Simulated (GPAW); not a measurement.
# In3As (Pm-3m) in GPAW: convergence with k mesh

Aim: find how far k mesh must go before the results for In3As settle, at r2SCAN. This setting moves, with any that are tied to it; all else stays.

Everything below comes from runs of GPAW 26.7.0. Logs are shortened: lines on timing, memory, paths and dates and some standing lists are left out, and cuts for length are marked. The log counts tension as positive stress, the text compression.

## (1) The crystal as given

It takes space group Pm-3m (No. 221, cubic). The conventional cell has a = 4.672 Å, b = 4.672 Å, c = 4.672 Å, α = 90.00°, β = 90.00°, γ = 90.00°. In (site symmetry 4/mmm) has 8 In at 3.30 Å and 4 As at 3.30 Å as nearest neighbours. As (site symmetry m-3m) has 12 In at 3.30 Å as nearest neighbours.

The cell comes from a database or a generator and needn't be the stable form of this composition.

## (2) With k mesh 2 × 2 × 2

File run.py:

```python
from ase import Atoms
from ase.dft.bandgap import bandgap
from ase.io import write
from ase.units import GPa
from gpaw import GPAW, PW

atoms = Atoms(['In', 'In', 'In', 'As'],
              cell=[[4.671681, 0.0, 0.0],
                    [0.0, 4.671681, 0.0],
                    [0.0, 0.0, 4.671681]],
              scaled_positions=[[0.5, 0.5, 0.0],
                                [0.5, 0.0, 0.5],
                                [0.0, 0.5, 0.5],
                                [0.0, 0.0, 0.0]],
              pbc=True)

calc = GPAW(mode=PW(600),
            xc='MGGA_X_R2SCAN+MGGA_C_R2SCAN',
            kpts={'size': (2, 2, 2), 'gamma': True},
            occupations={'name': 'fermi-dirac', 'width': 0.05},
            nbands=36,
            convergence={'density': 1e-05, 'energy': 1e-05},
            maxiter=100,
            txt='gpaw.txt')
atoms.calc = calc
energy = atoms.get_potential_energy()
forces = atoms.get_forces()
stress = atoms.get_stress()
calc.write('gs.gpw')
write('result.traj', atoms)
print(f'Energy: {energy:.6f} eV')
print('Forces (eV/A):')
print(forces.round(4))
print('Stress (GPa):', (stress / GPa).round(3))
print('Fermi level:', round(calc.get_fermi_level(), 4), 'eV')
print(f'Gap: {bandgap(calc)[0]:.4f} eV, direct: {bandgap(calc, direct=True)[0]:.4f} eV')
```

Potentials or basis: GPAW PAW data sets (gpaw-data 1.2.1), pw.

On the command line:

```console
$ OMP_NUM_THREADS=1 python run.py
```

Run time: 41 s. Hardware: 1 thread of Arm Neoverse V1, shared host; peak memory 0.3 GiB.

Results:

```yaml
Free_energy: -62.4010 eV
Pressure: -0.3 GPa
Band_gap_on_the_k_mesh: none (metal or under the smearing width)
```

## (3) With k mesh 3 × 3 × 3

run.py, as its differences from that of step 2:

```diff
@@ -18,3 +18,3 @@
             xc='MGGA_X_R2SCAN+MGGA_C_R2SCAN',
-            kpts={'size': (2, 2, 2), 'gamma': True},
+            kpts={'size': (3, 3, 3), 'gamma': True},
             occupations={'name': 'fermi-dirac', 'width': 0.05},
```

Potentials or basis: GPAW PAW data sets (gpaw-data 1.2.1), pw.

On the command line:

```console
$ OMP_NUM_THREADS=1 python run.py
```

It took 44 s on 1 thread of Arm Neoverse V1, shared host; peak memory 0.3 GiB.

What came out:

```yaml
Free_energy: -63.6194 eV
Pressure: -0.9 GPa
Band_gap_on_the_k_mesh: none (metal or under the smearing width)
```

## (4) With k mesh 4 × 4 × 4

run.py, as its differences from that of step 3:

```diff
@@ -18,3 +18,3 @@
             xc='MGGA_X_R2SCAN+MGGA_C_R2SCAN',
-            kpts={'size': (3, 3, 3), 'gamma': True},
+            kpts={'size': (4, 4, 4), 'gamma': True},
             occupations={'name': 'fermi-dirac', 'width': 0.05},
```

On the command line:

```console
$ OMP_NUM_THREADS=1 python run.py
```

Run time: 97 s. Hardware: 1 thread of Arm Neoverse V1, shared host; peak memory 0.32 GiB.

Results (log left out):

```yaml
Free_energy: -63.7045 eV
Pressure: -1.8 GPa
Band_gap_on_the_k_mesh: none (metal or under the smearing width)
```

## (5) With k mesh 5 × 5 × 5

run.py, as its differences from that of step 4:

```diff
@@ -18,3 +18,3 @@
             xc='MGGA_X_R2SCAN+MGGA_C_R2SCAN',
-            kpts={'size': (4, 4, 4), 'gamma': True},
+            kpts={'size': (5, 5, 5), 'gamma': True},
             occupations={'name': 'fermi-dirac', 'width': 0.05},
```

On the command line:

```console
$ OMP_NUM_THREADS=1 python run.py
```

It took 1.7 min on 1 thread of Arm Neoverse V1, shared host; peak memory 0.32 GiB.

The run converged. Its results:

| Property | Result |
| --- | --- |
| Free energy | -63.6458 eV |
| Pressure | -0.7 GPa |
| Band gap on the k mesh | none (metal or under the smearing width) |

## (6) With k mesh 6 × 6 × 6

run.py, as its differences from that of step 5:

```diff
@@ -18,3 +18,3 @@
             xc='MGGA_X_R2SCAN+MGGA_C_R2SCAN',
-            kpts={'size': (5, 5, 5), 'gamma': True},
+            kpts={'size': (6, 6, 6), 'gamma': True},
             occupations={'name': 'fermi-dirac', 'width': 0.05},
```

Potentials or basis: GPAW PAW data sets (gpaw-data 1.2.1), pw.

On the command line:

```console
$ OMP_NUM_THREADS=1 python run.py
```

Run time: 3.2 min. Hardware: 1 thread of Arm Neoverse V1, shared host; peak memory 0.34 GiB.

Results (log left out):

```yaml
Free_energy: -63.7504 eV
Pressure: -1.1 GPa
Band_gap_on_the_k_mesh: none (metal or under the smearing width)
```

## (7) With k mesh 8 × 8 × 8

run.py, as its differences from that of step 6:

```diff
@@ -18,3 +18,3 @@
             xc='MGGA_X_R2SCAN+MGGA_C_R2SCAN',
-            kpts={'size': (6, 6, 6), 'gamma': True},
+            kpts={'size': (8, 8, 8), 'gamma': True},
             occupations={'name': 'fermi-dirac', 'width': 0.05},
```

Potentials or basis: GPAW PAW data sets (gpaw-data 1.2.1), pw.

On the command line:

```console
$ OMP_NUM_THREADS=1 python run.py
```

gpaw.txt:

```text
__  _  _
 | _ |_)|_||  |
 |__||  | ||/\| - 26.7.0

Input parameters:
  mode=PW(ecut=600.0),
  convergence={'density': 1e-05, 'energy': 1e-05},
  kpts=MonkhorstPack(size=(8, 8, 8), gamma=True),
  maxiter=100,
  nbands=36,
  occupations=Occupations(name='fermi-dirac', width=0.05),
  xc=XC(name='MGGA_X_R2SCAN+MGGA_C_R2SCAN')

Diagonalizing LCAO Hamiltonian
Converting LCAO to pw mode
    .----------.
   /|          |
  / |          |
 *  |          |
 |  |          |
 | In          |
 |  .--In------.
 | /    In    /
 |/          /
 As---------*

Atoms  # Å, Bohr magnetons
|   | symbol |        x |        y |        z |    initial magnetic moments |
|---|--------|----------|----------|----------|-----------------------------|
| 0 |     In | 2.335841 | 2.335841 | 0.000000 | ( 0.0000,  0.0000,  0.0000) |
| 1 |     In | 2.335841 | 0.000000 | 2.335841 | ( 0.0000,  0.0000,  0.0000) |
| 2 |     In | 0.000000 | 2.335841 | 2.335841 | ( 0.0000,  0.0000,  0.0000) |
| 3 |     As | 0.000000 | 0.000000 | 0.000000 | ( 0.0000,  0.0000,  0.0000) |

Unit cell  # Å
| periodic |        x |        y |        z |  lengths |    angles |
|----------|----------|----------|----------|----------|-----------|
|      yes | 4.671681 | 0.000000 | 0.000000 | 4.671681 | 90.000000 |
|      yes | 0.000000 | 4.671681 | 0.000000 | 4.671681 | 90.000000 |
|      yes | 0.000000 | 0.000000 | 4.671681 | 4.671681 | 90.000000 |

Number of symmetries: 48
Symmetry operations  # r_c * U_cc + t_c -> r_c
|    | kind |            matrix            |
|----|------|------------------------------|
|  0 |  E   |  1, 0, 0,  0, 1, 0,  0, 0, 1 |
|  1 |  σ   |  1, 0, 0,  0, 1, 0,  0, 0,-1 |
|  2 |  σ   |  1, 0, 0,  0, 0, 1,  0, 1, 0 |
|  3 |  C4  |  1, 0, 0,  0, 0, 1,  0,-1, 0 |
|  4 |  C4  |  1, 0, 0,  0, 0,-1,  0, 1, 0 |
|  5 |  σ   |  1, 0, 0,  0, 0,-1,  0,-1, 0 |
|  6 |  σ   |  1, 0, 0,  0,-1, 0,  0, 0, 1 |
|  7 |  C2  |  1, 0, 0,  0,-1, 0,  0, 0,-1 |
|  8 |  σ   |  0, 1, 0,  1, 0, 0,  0, 0, 1 |
|  9 |  C2  |  0, 1, 0,  1, 0, 0,  0, 0,-1 |
| 10 |  C3  |  0, 1, 0,  0, 0, 1,  1, 0, 0 |
| 11 |  S6  |  0, 1, 0,  0, 0, 1, -1, 0, 0 |
| 12 |  S6  |  0, 1, 0,  0, 0,-1,  1, 0, 0 |
[... 160 lines left out ...]

convergence criteria:
- Maximum integral of absolute [dens]ity change: 1e-05 electrons / valence electron
- Maximum [total energy] change in last 3 cyles: 1e-05 eV / valence electron
- Maximum integral of absolute [eigenst]ate change: 4e-08 eV^2 / valence electron
maximum number of iterations: 100

SCF iterations
|iter     | |      energy | eigst |  dens |
|---------|-|-------------|-------|-------|
|iter:   1| |  -68.493621 | -0.02 |       |
|iter:   2| |  -63.817226 | -1.13 | -1.59 |
|iter:   3| |-339628.179752 | +4.27 | -1.52 |
|iter:   4| |  -47.955519 | +2.23 | +1.42 |
|iter:   5| |  -62.496190 | +1.29 | -0.71 |
|iter:   6| |  -63.764024 | -1.15 | -1.75 |
|iter:   7| |  -63.766658 | -2.75 | -1.98 |
|iter:   8| |  -63.757312 | -3.75 | -2.07 |
|iter:   9| |  -63.758013 | -4.65 | -2.86 |
|iter:  10| |  -63.758041 | -5.31 | -3.00 |
|iter:  11| |  -63.758087c| -5.66 | -3.49 |
|iter:  12| |  -63.758101c| -6.82 | -3.80 |
|iter:  13| |  -63.758102c| -7.88c| -4.29 |
|iter:  14| |  -63.758102c| -8.19c| -5.18c|

Converged in 14 steps
Energy contributions relative to reference atoms: (reference = -541429.232581)

Energy contributions:
  Kinetic:          56.909107
  Coulomb:         -52.883381
  Zero:              0.208840
  External:          0.000000
  Xc:              -67.986266
  Entropy:          -0.012802
  Spinorbit:         0.000000
  ----------------------------
  Free energy:     -63.764502
  Extrapolated:    -63.758102

dipole moment: (-31.214552, -31.214552, -31.214552)  # |e|*Ang

Fermi level: 6.462
Eigenvalues  # (at kpt = [0.000, 0.000, 0.000])
| band index |      eig [eV] | occ [0-2] |
|------------|---------------|-----------|
|          0 |        -8.761 |     2.000 |
|        ... |               |           |
|         14 |        -8.183 |     2.000 |
|         15 |        -5.242 |     2.000 |
|         16 |         0.052 |     2.000 |
|         17 |         3.396 |     2.000 |
|         18 |         3.396 |     2.000 |
|         19 |         3.396 |     2.000 |
[... 8 lines left out ...]
|         28 |        12.980 |     0.000 |
|         29 |        14.080 |     0.000 |
|        ... |               |           |
|         35 |        16.593 |     0.000 |

No gap
No difference between direct/indirect transitions

Forces  # eV/Ang
|        x |        y |        z |
|----------|----------|----------|
|  0.00000 |  0.00000 |  0.00000 |  # In   0
|  0.00000 |  0.00000 | -0.00000 |  # In   1
|  0.00000 | -0.00000 | -0.00000 |  # In   2
| -0.00000 | -0.00000 | -0.00000 |  # As   3

Stress tensor  # eV/Ang^3
|        x |        y |        z |
|----------|----------|----------|
| 0.008792 | 0.000000 | 0.000000 |
| 0.000000 | 0.008792 | 0.000000 |
| 0.000000 | 0.000000 | 0.008792 |

# Writing to gs.gpw (mode='')
```

It took 5.2 min on 1 thread of Arm Neoverse V1, shared host; peak memory 0.38 GiB.

What came out:

```
Free energy            : -63.7645 eV
Pressure               : -1.4 GPa
Band gap on the k mesh : none (metal or under the smearing width)
```

## (8) Result

| k mesh | energy less the tightest run, at zero smearing (meV/atom) | pressure (GPa) | SCF cycles | CPU time (s) | peak memory (GiB) |
| --- | --- | --- | --- | --- | --- |
| 2 × 2 × 2 | 348.43 | -0.29 | 14 | 41 | 0.3 |
| 3 × 3 × 3 | 38.66 | -0.94 | 15 | 44 | 0.3 |
| 4 × 4 × 4 | 16.26 | -1.76 | 15 | 97 | 0.32 |
| 5 × 5 × 5 | 31.26 | -0.69 | 16 | 100 | 0.32 |
| 6 × 6 × 6 | 3.86 | -1.10 | 15 | 190 | 0.34 |
| 8 × 8 × 8 | 0.00 | -1.41 | 14 | 310 | 0.38 |

Not settled before the last step: the energy (to 1 meV/atom), the pressure (to 0.1 GPa). Meshes of other sizes hit other points, so gaps and Fermi surfaces needn't settle smoothly. The tightest run that finished is the yardstick and may itself not be fully converged.

Caveats: the PAW data sets were made with another functional, which shifts forces and pressure a little.
